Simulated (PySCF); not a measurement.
# Br3Tl (Tl(Br)3): the cost of one run

Computed with PySCF 2.14.0. Level: B3LYP, Tl def2-SVP with ECP60, Br def2-SVP; scalar-relativistic core potentials, no spin–orbit coupling.

3 further runs of the same task are left out: 2 for a known fault of the program, 1 that didn't finish.

### Step 1. Starting geometry

4 atoms, charge 0, spin multiplicity 1.

Bond lengths: Tl1–Br2 2.558 Å, Tl1–Br3 2.558 Å, Tl1–Br4 2.558 Å. Angles: Br2–Tl1–Br3 120.0°, Br2–Tl1–Br4 120.0°, Br3–Tl1–Br4 120.0°.

Coordinates:

```xyz
4

Tl    0.0000    0.0000    0.0000
Br    2.5575    0.0000    0.0000
Br   -1.2787    2.2149    0.0000
Br   -1.2788   -2.2149    0.0000
```

Formal oxidation states: Tl +3.

### Step 2. SCF at the start, singlet

run.py (the lines that set the calculation)

```python
mol = gto.M(atom='''
Tl     0.00000     0.00000     0.00000
Br     2.55750     0.00000     0.00000
Br    -1.27870     2.21490     0.00000
Br    -1.27880    -2.21490     0.00000''',
    basis={'Tl': 'def2-SVP', 'Br': 'def2-SVP'},
    ecp={'Tl': 'def2-SVP'},
    charge=0, spin=0)
mf = dft.RKS(mol, xc='B3LYP')
mf.grids.atom_grid = (50, 194)
mf = mf.density_fit()  # fitting sets: Tl def2-universal-JKFIT, Br def2-universal-JKFIT
mf.conv_tol = 1e-08; mf.max_cycle = 55
mf.kernel(dm0)  # dm0: free metal ions and neutral atoms
```

The run is started by

```console
> OMP_NUM_THREADS=2 python run.py
```

What time and memory should one allow on 2 threads of Arm Neoverse V1, shared host?

About 3.5 s, with a peak of 0.44 GiB.
